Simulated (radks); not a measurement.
# Sn in [Kr] 4d10 5s2 5p1.5 6s0.5: an all-electron calculation

What are the levels of neutral tin, how large are its shells, and how does its energy divide?

Method: Dirac Kohn-Sham, RPBE, spin-unpolarised, spherical densities, finite nucleus; open shells fill j = l - 1/2 first. Code: radks (a radial shooting solver on a logarithmic mesh, Libxc functionals) version 1.

## 1. The atom as given

| Property | Result |
| --- | --- |
| element | tin (Z = 50) |
| charge | 0 |
| electrons | 50 |
| configuration | [Kr] 4d10 5s2 5p1.5 6s0.5 |
| nuclear rms radius | 4.6519 fm |

## 2. Self-consistent calculation

The run's settings:

```text
Z 50
configuration [Kr] 4d10 5s2 5p1.5 6s0.5 5d0 6p0 7s0
relativity Dirac
functional rpbe,pbe
spin unpolarised
j_filling energy
nucleus finite rms 4.6519 fm
c 137.035999084
```

Run with:

```sh
> python run_ks.py task.json out
```

All runs below come from this command, one after another.

What does the calculation give?

**Answer**, as computed:

```
                        quantity                   value
                    total energy     -6179.12296 hartree
exchange-correlation share of it                  2.68 %
                            −T/E                  1.0529
          highest occupied level        6s1/2, -1.158 eV
    most extended occupied level  6s1/2, <r> = 8.19 bohr
 radius at density 0.001 e/bohr³               4.56 bohr
    maxima of the radial density                       4
```

The radial density shows 4 maxima for 6 occupied principal shells; where shells overlap, one shows as a shoulder or not at all. −T/E is 1.053: with relativity the kinetic term as defined here no longer equals −E. This is not the tabulated ground configuration, so its levels and sizes aren't those of the ground state, and no measured value stands beside it.
